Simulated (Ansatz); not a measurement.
# CH7NSi: the cost of one run

Computed with Ansatz 0.2.0, Gaussian basis. Level: PBE0-D4/def2-TZVP structures, single points in def2-TZVPP, no counterpoise correction.

Levels: SPW92, PBE-D4, BLYP-D4, r2SCAN-D4, B97M-V, PBE0-D4, B3LYP-D4, r2SCAN0-D4, BHLYP-D4, CAM-B3LYP-D4, wB97X-V, wB97M-V, B2PLYP, PBE-QIDH, RPA on PBE, Hartree-Fock, MP2, CCSD, CCSD(T).

Cores are frozen in the correlated methods. B3LYP uses VWN-RPA correlation. B2PLYP carries no dispersion term here.

94 further runs of the same task are left out: 94 set aside as unsound or not needed.

### 1 The system as given

The complex: 13 atoms, charge 0, spin multiplicity 1.

Atoms are counted from 1 here; the program's logs count them from 0.

Bond lengths: Si1–N2 1.747 Å, Si1–H3 1.488 Å, Si1–H4 1.494 Å, Si1–C5 1.858 Å, N2–H8 1.011 Å, N2–H9 1.011 Å, C5–H10 1.093 Å, C5–H11 1.093 Å, C5–H12 1.092 Å, H6–O7 0.974 Å, O7–H13 0.959 Å. Angles: N2–Si1–H3 105.5°, N2–Si1–H4 113.1°, N2–Si1–C5 108.6°, H3–Si1–H4 107.3°, H3–Si1–C5 112.4°, H4–Si1–C5 109.9°, Si1–N2–H8 116.6°, Si1–N2–H9 116.6°, H8–N2–H9 108.6°, Si1–C5–H10 111.0°, Si1–C5–H11 110.6°, Si1–C5–H12 110.0°, H10–C5–H11 107.7°, H10–C5–H12 108.4°, H11–C5–H12 109.1°, H6–O7–H13 105.5°.

Coordinates:

```
Si   -0.7438    0.2567    0.8879
N     0.2099   -1.2002    0.7474
H    -2.0460   -0.0571    0.2407
H    -1.0302    0.6358    2.3047
C     0.1562    1.6384    0.0326
H     0.5684   -1.2313   -1.1948
O     0.7756   -1.0382   -2.1270
H    -0.2236   -2.0572    1.0619
H     1.1518   -1.1614    1.1138
H     1.1047    1.8555    0.5311
H    -0.4419    2.5528    0.0452
H     0.3657    1.3626   -1.0035
H     0.1533   -1.5566   -2.6400
```

Its parts: CH₇NSi holds atoms 1, 2, 3, 4, 5, 8, 9, 10, 11, 12; H₂O holds atoms 6, 7, 13. Each part counts its atoms afresh in its own runs.

### 2 Relaxing CH₇NSi alone

relax-a/in.yaml

```yaml
crystal:
  periodic: [false, false, false]
  atoms:
    - {symbol: Si, position_ang: [-0.743784, 0.256675, 0.887864]}
    - {symbol: N, position_ang: [0.209882, -1.200233, 0.747391]}
    - {symbol: H, position_ang: [-2.045986, -0.057092, 0.240735]}
    - {symbol: H, position_ang: [-1.030192, 0.635825, 2.304668]}
    - {symbol: C, position_ang: [0.156159, 1.638371, 0.032576]}
    - {symbol: H, position_ang: [-0.223637, -2.057242, 1.061893]}
    - {symbol: H, position_ang: [1.151788, -1.161350, 1.113755]}
    - {symbol: H, position_ang: [1.104692, 1.855540, 0.531147]}
    - {symbol: H, position_ang: [-0.441866, 2.552824, 0.045225]}
    - {symbol: H, position_ang: [0.365693, 1.362600, -1.003523]}
basis:
  gaussian: {orbitals: def2-TZVP}
hamiltonian: {xc: pbe0, dispersion: d4}
relax: {f_tol: 0.005, max_steps: 200}
```

On the command line:

```sh
ansatz run in.yaml --threads 4 --pin off --events-out ev --progress --plain --max-ram 9574MiB
```

**Question.** How long does this run take on 4 threads of Arm Neoverse V1, shared host?

About 13 s.
